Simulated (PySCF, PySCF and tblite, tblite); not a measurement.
# C₉H₁₅B: conformers and averaged spectra

Which conformers does C₉H₁₅B (`C1CC1B(C1CC1)C1CC1`) populate, and what do their averaged NMR parameters look like?

Programs: PySCF 2.14.0 with density-fitted response routines of our own, and tblite 0.8.0. All values are computed, except where a source is named. Atoms count from 0 throughout.

### 1 The starting structure

25 atoms, charge 0, multiplicity 1; geometry from: UFF geometry.

Bonds of the start (Å): B3–C4 1.62, B3–C7 1.63, C0–C1 1.53, C0–C2 1.52, C0–H10 1.12, C0–H11 1.11, C1–C2 1.54, C1–H12 1.10, C1–H13 1.11, C2–B3 1.63, C2–H14 1.09, C4–C5 1.52, C4–C6 1.53, C4–H15 1.11, C5–C6 1.52, C5–H16 1.11, C5–H17 1.11, C6–H18 1.11, C6–H19 1.11, C7–C8 1.53, C7–C9 1.52, C7–H20 1.11, C8–C9 1.52, C8–H21 1.11 and more.

### 2 GFN2-xTB relaxation, conformer 1

What the job is given:

```
{"job": {"xc": "GFN2-xTB", "basis": "xTB", "kind": "relax"}, "charge": 0, "multiplicity": 1}
C     -1.677900    -2.055300     0.342900
C     -1.674900    -1.745100    -1.157200
C     -0.405700    -1.540300    -0.310500
B     -0.000800     0.006600    -0.007200
C     -1.151500     1.120100     0.224100
C     -0.840100     2.272900     1.157000
C     -0.851800     2.507800    -0.348000
C      1.571100     0.417500     0.102200
C      2.497600    -0.613100     0.738800
C      2.543600    -0.367700    -0.759000
H     -2.275100    -1.334200     0.950000
H     -1.679400    -3.141300     0.579300
H     -2.250900    -0.844900    -1.427000
H     -1.644200    -2.658300    -1.789400
H      0.351600    -2.313900    -0.454900
H     -2.229500     0.857900     0.190100
H     -1.718700     2.694300     1.688700
H      0.174100     2.286500     1.617100
H     -1.746600     3.064300    -0.692300
H      0.155500     2.668400    -0.785200
H      1.868400     1.469400     0.285500
H      3.348500    -0.169000     1.293000
H      2.057100    -1.579500     1.036600
H      3.429200     0.209200    -1.088900
H      2.139500    -1.188100    -1.376600
```

Command:

```bash
OMP_NUM_THREADS=1 python ens_run.py task.json out
```

The driver reads the study from task.json and runs its stages one after another.

Output:

```text
step      E/eV     max force
  0    -762.99875    1.561
  1    -763.34064    1.010
  2    -763.63095    0.568
  3    -763.67031    0.420
  4    -763.74131    0.299
  5    -763.75908    0.328
  6    -763.78065    0.196
  7    -763.78835    0.182
  8    -763.79266    0.086
  9    -763.79379    0.064
 10    -763.79479    0.077
 11    -763.79608    0.108
 12    -763.79720    0.087
 13    -763.79768    0.032
 14    -763.79768    0.032
 15    -763.79781    0.030
 16    -763.79810    0.037
 17    -763.79825    0.037
 18    -763.79842    0.025
 19    -763.79852    0.021
 20    -763.79865    0.028
 21    -763.79880    0.035
 22    -763.79896    0.028
 23    -763.79907    0.016
 24    -763.79913    0.014
 25    -763.79918    0.013
 26    -763.79922    0.017
 27    -763.79927    0.015
 28    -763.79932    0.014
 29    -763.79935    0.012
 30    -763.79936    0.007
 31    -763.79937    0.007
 32    -763.79938    0.007
 33    -763.79939    0.008
 34    -763.79940    0.006
 35    -763.79941    0.007
 36    -763.79941    0.006
 37    -763.79942    0.005
 38    -763.79943    0.005
 39    -763.79943    0.007
 40    -763.79944    0.006
 41    -763.79944    0.005
 42    -763.79945    0.007
 43    -763.79947    0.009
 44    -763.79949    0.014
 45    -763.79953    0.019
 46    -763.79958    0.017
 47    -763.79962    0.014
 48    -763.79966    0.014
 49    -763.79970    0.015
 50    -763.79976    0.022
 51    -763.79982    0.020
 52    -763.79987    0.012
 53    -763.79990    0.012
 54    -763.79991    0.008
 55    -763.79993    0.007
 56    -763.79994    0.005
 57    -763.79994    0.005
 58    -763.79994    0.005
 59    -763.79995    0.005
 60    -763.79995    0.005
 61    -763.79996    0.005
 62    -763.79996    0.005
 63    -763.79997    0.006
 64    -763.79997    0.007
 65    -763.79998    0.008
 66    -763.79999    0.006
 67    -763.80000    0.005
 68    -763.80000    0.004
 69    -763.80000    0.003
```

It took 0.86 s on 1 thread of Arm Neoverse N1, shared host.

Gain 0.801 eV; displacement 0.09 Å root mean square.

### 3 Shieldings, conformer 1: PBE0/6-31G*

What the job is given:

```
{"job": {"xc": "PBE0", "basis": "6-31G*", "kind": "nmr", "pop": true}, "charge": 0, "multiplicity": 1}
C     -1.707085    -2.032849     0.343751
C     -1.673515    -1.768373    -1.114730
C     -0.444067    -1.465426    -0.277989
B      0.000235     0.000900    -0.000455
C     -1.070199     1.116992     0.181116
C     -0.850986     2.266726     1.147398
C     -0.822309     2.531036    -0.311249
C      1.514272     0.350506     0.097475
C      2.507196    -0.628211     0.697201
C      2.543557    -0.361826    -0.760910
H     -2.294151    -1.382680     0.973928
H     -1.679431    -3.056839     0.686075
H     -2.237387    -0.933994    -1.502393
H     -1.622433    -2.607451    -1.792868
H      0.337808    -2.209666    -0.395352
H     -2.113014     0.823636     0.107427
H     -1.701250     2.607251     1.719819
H      0.077836     2.294130     1.696090
H     -1.652254     3.056869    -0.759779
H      0.126438     2.742663    -0.779787
H      1.774762     1.386376     0.292645
H      3.293346    -0.225167     1.318466
H      2.131890    -1.580374     1.039264
H      3.355370     0.228144    -1.160294
H      2.194437    -1.128228    -1.435714
```

Output:

```text
coarse grid: 20160 points
cycle   1  E = -376.3064497986  dE =  1.521e+00  |g| = 5.164e-01  |ddm| = 4.460e+00
cycle   2  E = -376.3014168987  dE =  5.033e-03  |g| = 5.529e-01  |ddm| = 1.229e+00
cycle   3  E = -376.3843301183  dE = -8.291e-02  |g| = 4.181e-02  |ddm| = 6.659e-01
cycle   4  E = -376.3846305441  dE = -3.004e-04  |g| = 2.123e-02  |ddm| = 5.192e-02
cycle   5  E = -376.3847323538  dE = -1.018e-04  |g| = 6.316e-03  |ddm| = 2.328e-02
cycle   6  E = -376.3847423376  dE = -9.984e-06  |g| = 1.346e-03  |ddm| = 7.075e-03
final grid: 192664 points
cycle   7  E = -376.2996088330  dE = -7.699e-05  |g| = 1.281e-02  |ddm| = 4.747e-02
cycle   8  E = -376.2995982932  dE =  1.054e-05  |g| = 1.457e-02  |ddm| = 2.619e-02
cycle   9  E = -376.2996530619  dE = -5.477e-05  |g| = 5.154e-04  |ddm| = 1.359e-02
cycle  10  E = -376.2996531146  dE = -5.274e-08  |g| = 2.815e-04  |ddm| = 8.252e-04
cycle  11  E = -376.2996531360  dE = -2.141e-08  |g| = 4.645e-05  |ddm| = 3.584e-04
cycle  12  E = -376.2996531365  dE = -5.059e-10  |g| = 1.255e-05  |ddm| = 5.563e-05
converged SCF energy = -376.2996531365

GIAO shielding tensors (ppm)
atom      isotropic    diamagn.    paramagn.     s11        s22        s33       span
  0 C      187.219     255.237     -68.018    162.882    185.643    213.134     50.251
  1 C      187.234     255.227     -67.993    162.925    185.688    213.090     50.165
  2 C      189.590     246.497     -56.907    144.120    197.000    227.649     83.530
  3 B       42.285     191.647    -149.362      1.941      2.005    122.910    120.969
  4 C      189.583     246.487     -56.904    144.142    196.982    227.625     83.482
  5 C      187.222     255.228     -68.006    162.904    185.633    213.127     50.223
  6 C      187.229     255.223     -67.994    162.913    185.699    213.076     50.163
  7 C      189.583     246.493     -56.910    144.111    197.003    227.634     83.522
  8 C      187.206     255.226     -68.020    162.863    185.656    213.098     50.234
  9 C      187.232     255.228     -67.996    162.937    185.656    213.102     50.165
 10 H       31.521      32.776      -1.255     24.948     30.348     39.266     14.319
 11 H       31.512      30.948       0.564     25.584     27.285     41.668     16.083
 12 H       31.523      32.766      -1.243     24.952     30.342     39.275     14.323
 13 H       31.512      30.944       0.568     25.584     27.285     41.668     16.084
 14 H       32.331      33.035      -0.704     23.825     32.994     40.173     16.348
 15 H       32.334      33.040      -0.706     23.822     33.002     40.178     16.356
 16 H       31.512      30.945       0.567     25.579     27.291     41.666     16.087
 17 H       31.520      32.769      -1.248     24.954     30.337     39.270     14.316
 18 H       31.512      30.943       0.569     25.584     27.288     41.665     16.082
 19 H       31.523      32.762      -1.238     24.962     30.331     39.276     14.314
 20 H       32.332      33.035      -0.703     23.824     32.996     40.176     16.351
 21 H       31.511      30.947       0.565     25.583     27.285     41.664     16.081
 22 H       31.522      32.772      -1.250     24.954     30.344     39.268     14.313
 23 H       31.511      30.939       0.572     25.579     27.289     41.665     16.086
 24 H       31.518      32.760      -1.242     24.953     30.329     39.271     14.317
```

Wall time 49 s (1 thread of Arm Neoverse N1, shared host); peak memory 0.91 GiB.

Key values: HOMO -7.62 eV, LUMO 0.16 eV; dipole 0.00 D.

### 4 Averages: properties at PBE0/6-31G*

What the job is given:

```
{"job": {"study": "conf", "smiles": "C1CC1B(C1CC1)C1CC1", "search": {"seed": 3928, "n_embed": 150, "ff_keep": 22, "window": 3.0, "nmax": 10, "temps": [200, 250, 298.15, 350, 400], "t_ref": 298.15, "order": 0.0005}, "level": {"nmr": {"xc": "PBE0", "basis": "6-31G*"}}, "kind": "conf"}, "charge": 0, "multiplicity": 1}
C     -1.707085    -2.032849     0.343751
C     -1.673515    -1.768373    -1.114730
C     -0.444067    -1.465426    -0.277989
B      0.000235     0.000900    -0.000455
C     -1.070199     1.116992     0.181116
C     -0.850986     2.266726     1.147398
C     -0.822309     2.531036    -0.311249
C      1.514272     0.350506     0.097475
C      2.507196    -0.628211     0.697201
C      2.543557    -0.361826    -0.760910
H     -2.294151    -1.382680     0.973928
H     -1.679431    -3.056839     0.686075
H     -2.237387    -0.933994    -1.502393
H     -1.622433    -2.607451    -1.792868
H      0.337808    -2.209666    -0.395352
H     -2.113014     0.823636     0.107427
H     -1.701250     2.607251     1.719819
H      0.077836     2.294130     1.696090
H     -1.652254     3.056869    -0.759779
H      0.126438     2.742663    -0.779787
H      1.774762     1.386376     0.292645
H      3.293346    -0.225167     1.318466
H      2.131890    -1.580374     1.039264
H      3.355370     0.228144    -1.160294
H      2.194437    -1.128228    -1.435714
```

Output:

```text
conformer  sym    E(xTB)   E(DFT)   G(298.15 K)  weight  dipole/D
    1     C3h     0.000    0.000    0.000   1.0000    0.001

mean shielding (ppm) by class
class atoms           200 K      250 K   298.15 K      350 K      400 K
  0 C  0,1,5        187.224    187.224    187.224    187.224    187.224
  1 C  2,4,7        189.585    189.585    189.585    189.585    189.585
  2 B  3             42.285     42.285     42.285     42.285     42.285
  3 H  10,12,17      31.521     31.521     31.521     31.521     31.521
  4 H  11,13,16      31.512     31.512     31.512     31.512     31.512
  5 H  14,15,20      32.332     32.332     32.332     32.332     32.332
```

Run time: 56 s. Hardware: 1 thread of Arm Neoverse N1, shared host. This counts the runs that the step sums up.

The search (ETKDG and KDG, UFF, GFN2-xTB) embedded 150 structures, kept 3 distinct ones after the force field and 1 after xTB; 1 was carried on (window 3.0 kcal/mol at the search's own energies). Energies: PBE0/6-31G* with D3(BJ).

The conformers at 298 K:

```
no.  group  mirror pair  ΔE xTB  ΔE DFT    ΔG  weight (%)  μ (D)  C0–C2–B3–C4 (°)  C2–B3–C4–C5 (°)  C2–B3–C7–C8 (°)     A, B, C (GHz)
  1    C3h           no    0.00    0.00  0.00       100.0   0.00              -35              145              -35  1.26, 1.26, 0.74
```

Energies in kcal/mol. ΔG holds xTB vibrations and rotation, symmetry numbers and mirror pairs.

Shifts against references run at the same level (¹H TMS 32.41, ¹³C TMS 196.4, ¹¹B BF3·OEt2 111.5 ppm of shielding), by class of atoms, at 298 K:

```
                   atoms                               environment  average
   C0, C1, C5 and 3 more                three-membered-ring carbon      9.2
              C2, C4, C7                three-membered-ring carbon      6.8
H11, H13, H16 and 3 more  hydrogen on a three-membered-ring carbon     0.90
H10, H12, H17 and 3 more  hydrogen on a three-membered-ring carbon     0.89
           H14, H15, H20  hydrogen on a three-membered-ring carbon     0.08
                      B3                       boron bonded to 3 C     69.2
```

Effective distances for nuclear Overhauser effects, ⟨r⁻⁶⟩^(−1/6) over all pairs of two classes (Å): H10···H11 2.42; H10···H14 2.77; H11···H14 2.90.

### 5 Shieldings, conformer 1: wB97X-D/6-31G*

What the job is given:

```
{"job": {"xc": "wB97X-D", "basis": "6-31G*", "kind": "nmr", "pop": false}, "charge": 0, "multiplicity": 1}
C     -1.706364    -2.028343     0.344336
C     -1.673006    -1.763263    -1.113453
C     -0.444465    -1.464124    -0.277586
B      0.000030     0.000992    -0.000350
C     -1.069242     1.116760     0.180633
C     -0.846873     2.263599     1.146425
C     -0.817741     2.528120    -0.311561
C      1.513212     0.349802     0.097827
C      2.502821    -0.629871     0.696616
C      2.538205    -0.363840    -0.760950
H     -2.297481    -1.374670     0.974790
H     -1.669192    -3.055951     0.686370
H     -2.240895    -0.924912    -1.499273
H     -1.612304    -2.605231    -1.792985
H      0.343382    -2.205826    -0.394598
H     -2.112903     0.817386     0.105342
H     -1.704490     2.598555     1.717971
H      0.087077     2.291269     1.695191
H     -1.655081     3.048313    -0.761710
H      0.136492     2.740075    -0.779200
H      1.768812     1.389453     0.293567
H      3.288083    -0.217316     1.319117
H      2.126114    -1.586809     1.038000
H      3.348344     0.235359    -1.159738
H      2.186530    -1.135380    -1.435647
```

Output:

```text
coarse grid: 20160 points
cycle   1  E = -376.6780859455  dE =  2.074e+00  |g| = 3.719e-01  |ddm| = 4.414e+00
cycle   2  E = -376.7076241226  dE = -2.954e-02  |g| = 2.301e-01  |ddm| = 5.775e-01
cycle   3  E = -376.7212554188  dE = -1.363e-02  |g| = 4.345e-02  |ddm| = 2.787e-01
cycle   4  E = -376.7217779670  dE = -5.225e-04  |g| = 1.127e-02  |ddm| = 5.327e-02
cycle   5  E = -376.7218097808  dE = -3.181e-05  |g| = 3.419e-03  |ddm| = 1.430e-02
cycle   6  E = -376.7218132260  dE = -3.445e-06  |g| = 7.264e-04  |ddm| = 4.085e-03
final grid: 192664 points
cycle   7  E = -376.6343602197  dE = -2.171e-04  |g| = 8.334e-03  |ddm| = 5.638e-02
cycle   8  E = -376.6343710598  dE = -1.084e-05  |g| = 6.421e-03  |ddm| = 1.323e-02
cycle   9  E = -376.6343811510  dE = -1.009e-05  |g| = 4.235e-04  |ddm| = 5.336e-03
cycle  10  E = -376.6343812489  dE = -9.790e-08  |g| = 1.765e-04  |ddm| = 1.058e-03
cycle  11  E = -376.6343812576  dE = -8.645e-09  |g| = 4.499e-05  |ddm| = 2.471e-04
cycle  12  E = -376.6343812586  dE = -9.992e-10  |g| = 1.317e-05  |ddm| = 8.679e-05
converged SCF energy = -376.6343812586

GIAO shielding tensors (ppm)
atom      isotropic    diamagn.    paramagn.     s11        s22        s33       span
  0 C      187.918     255.483     -67.565    163.891    185.442    214.422     50.531
  1 C      187.937     255.484     -67.547    163.930    185.467    214.414     50.484
  2 C      190.512     247.577     -57.065    146.129    196.277    229.129     82.999
  3 B       44.935     192.617    -147.683      5.903      5.935    122.967    117.064
  4 C      190.504     247.566     -57.062    146.150    196.243    229.120     82.970
  5 C      187.918     255.481     -67.562    163.898    185.435    214.421     50.523
  6 C      187.934     255.478     -67.544    163.929    185.477    214.395     50.466
  7 C      190.514     247.573     -57.059    146.140    196.279    229.122     82.983
  8 C      187.919     255.468     -67.549    163.879    185.459    214.420     50.542
  9 C      187.939     255.477     -67.538    163.945    185.466    214.407     50.463
 10 H       31.528      32.954      -1.426     24.979     30.343     39.263     14.284
 11 H       31.533      30.839       0.694     25.576     27.315     41.709     16.133
 12 H       31.531      32.947      -1.416     24.983     30.341     39.270     14.287
 13 H       31.533      30.836       0.698     25.574     27.315     41.711     16.136
 14 H       32.495      33.502      -1.007     23.975     33.163     40.346     16.372
 15 H       32.497      33.505      -1.008     23.974     33.172     40.346     16.373
 16 H       31.532      30.836       0.696     25.573     27.317     41.707     16.134
 17 H       31.530      32.953      -1.423     24.982     30.341     39.266     14.284
 18 H       31.533      30.833       0.700     25.575     27.316     41.708     16.132
 19 H       31.531      32.943      -1.412     24.989     30.332     39.271     14.282
 20 H       32.494      33.499      -1.005     23.974     33.165     40.345     16.370
 21 H       31.531      30.837       0.694     25.575     27.313     41.706     16.131
 22 H       31.531      32.951      -1.420     24.983     30.342     39.267     14.284
 23 H       31.532      30.833       0.699     25.573     27.315     41.707     16.134
 24 H       31.529      32.945      -1.416     24.983     30.334     39.270     14.287
```

Wall time 60 s (1 thread of Arm Neoverse N1, shared host); peak memory 0.9 GiB.

In short: HOMO -9.50 eV, LUMO 2.02 eV; dipole 0.00 D.

### 6 Single-point energy, conformer 1: HSE06/6-31G*

The job, as its differences from that of step 5:

```diff
@@ -1,2 +1,2 @@
-{"job": {"xc": "wB97X-D", "basis": "6-31G*", "kind": "nmr", "pop": false}, "charge": 0, "multiplicity": 1}
+{"job": {"xc": "HSE06", "basis": "6-31G*", "kind": "sp"}, "charge": 0, "multiplicity": 1}
 C     -1.706364    -2.028343     0.344336
```

Output:

```text
coarse grid: 20160 points
cycle   1  E = -376.3222608396  dE =  1.413e+00  |g| = 5.623e-01  |ddm| = 4.473e+00
cycle   2  E = -376.2962454142  dE =  2.602e-02  |g| = 6.574e-01  |ddm| = 1.458e+00
cycle   3  E = -376.4151831646  dE = -1.189e-01  |g| = 4.732e-02  |ddm| = 8.284e-01
cycle   4  E = -376.4155568232  dE = -3.737e-04  |g| = 2.514e-02  |ddm| = 6.375e-02
cycle   5  E = -376.4157020969  dE = -1.453e-04  |g| = 7.415e-03  |ddm| = 2.832e-02
cycle   6  E = -376.4157163826  dE = -1.429e-05  |g| = 1.665e-03  |ddm| = 8.804e-03
cycle   7  E = -376.4157171863  dE = -8.037e-07  |g| = 6.440e-05  |ddm| = 2.019e-03
final grid: 192664 points
cycle   8  E = -376.3302396381  dE = -1.008e-04  |g| = 1.020e-02  |ddm| = 5.331e-02
cycle   9  E = -376.3302269851  dE =  1.265e-05  |g| = 1.238e-02  |ddm| = 2.247e-02
cycle  10  E = -376.3302676712  dE = -4.069e-05  |g| = 4.346e-04  |ddm| = 1.223e-02
cycle  11  E = -376.3302677121  dE = -4.092e-08  |g| = 1.878e-04  |ddm| = 6.542e-04
cycle  12  E = -376.3302677215  dE = -9.386e-09  |g| = 5.479e-05  |ddm| = 2.791e-04
cycle  13  E = -376.3302677223  dE = -7.517e-10  |g| = 1.328e-05  |ddm| = 6.354e-05
converged SCF energy = -376.3302677223
```

Wall time 57 s (1 thread of Arm Neoverse N1, shared host); peak memory 0.76 GiB.

Key values: HOMO -7.20 eV, LUMO -0.19 eV; dipole 0.00 D.

### 7 The ensemble: properties at wB97X-D/6-31G*

What the job is given:

```
{"job": {"study": "conf", "smiles": "C1CC1B(C1CC1)C1CC1", "search": {"seed": 3928, "n_embed": 150, "ff_keep": 22, "window": 3.0, "nmax": 10, "temps": [200, 250, 298.15, 350, 400], "t_ref": 298.15, "order": 0.0005}, "level": {"nmr": {"xc": "wB97X-D", "basis": "6-31G*"}, "sp": {"xc": "HSE06", "basis": "6-31G*"}, "alter": {"geometry": "GFN1-xTB"}, "change": "wB97X-D/6-31G*; energies HSE06/6-31G*; GFN1-xTB geometries", "top": 4}, "kind": "conf"}, "charge": 0, "multiplicity": 1}
C     -1.706364    -2.028343     0.344336
C     -1.673006    -1.763263    -1.113453
C     -0.444465    -1.464124    -0.277586
B      0.000030     0.000992    -0.000350
C     -1.069242     1.116760     0.180633
C     -0.846873     2.263599     1.146425
C     -0.817741     2.528120    -0.311561
C      1.513212     0.349802     0.097827
C      2.502821    -0.629871     0.696616
C      2.538205    -0.363840    -0.760950
H     -2.297481    -1.374670     0.974790
H     -1.669192    -3.055951     0.686370
H     -2.240895    -0.924912    -1.499273
H     -1.612304    -2.605231    -1.792985
H      0.343382    -2.205826    -0.394598
H     -2.112903     0.817386     0.105342
H     -1.704490     2.598555     1.717971
H      0.087077     2.291269     1.695191
H     -1.655081     3.048313    -0.761710
H      0.136492     2.740075    -0.779200
H      1.768812     1.389453     0.293567
H      3.288083    -0.217316     1.319117
H      2.126114    -1.586809     1.038000
H      3.348344     0.235359    -1.159738
H      2.186530    -1.135380    -1.435647
```

Output:

```text
conformer  sym    E(xTB)   E(DFT)   G(298.15 K)  weight  dipole/D
    1     C3h     0.000    0.000    0.000   1.0000    0.001

mean shielding (ppm) by class
class atoms           200 K      250 K   298.15 K      350 K      400 K
  0 C  0,1,5        187.928    187.928    187.928    187.928    187.928
  1 C  2,4,7         190.51     190.51     190.51     190.51     190.51
  2 B  3             44.935     44.935     44.935     44.935     44.935
  3 H  10,12,17       31.53      31.53      31.53      31.53      31.53
  4 H  11,13,16      31.532     31.532     31.532     31.532     31.532
  5 H  14,15,20      32.496     32.496     32.496     32.496     32.496
```

Run time: 2 min. Hardware: 1 thread of Arm Neoverse N1, shared host. This counts the runs that the step sums up.

Against the first level, at 298 K (shieldings, ppm; largest changes first):

```
                   atoms  PBE0/6-31G*  wB97X-D/6-31G*  change
                      B3         42.3            44.9    +2.7
              C2, C4, C7        189.6           190.5    +0.9
   C0, C1, C5 and 3 more        187.2           187.9    +0.7
           H14, H15, H20        32.33           32.50   +0.16
H11, H13, H16 and 3 more        31.51           31.53   +0.02
H10, H12, H17 and 3 more        31.52           31.53   +0.01
```

Weights: from PBE0/6-31G* energies 1: 100 %; from HSE06/6-31G* energies 1: 100 % (with a dispersion term where the level has one and the same thermal terms, so they don't follow from the SCF energies alone). Times: 56 s and 2 min.

### 8 What came out

```
                         quantity                                                  value
                       conformers  1; the first in weight is no. 1 (C3h), 100 % at 298 K
          root-mean-square dipole                                                 0.00 D
averaged ¹³C shifts (PBE0/6-31G*)                                           9.2, 6.8 ppm
 averaged ¹H shifts (PBE0/6-31G*)                                   0.90, 0.89, 0.08 ppm
```

**Reading.** The search found one conformer in the window, so the averages are its own values. Going from PBE0/6-31G* to wB97X-D/6-31G* moves B3 most, by 2.7 ppm of raw shielding (the geometries differ too).
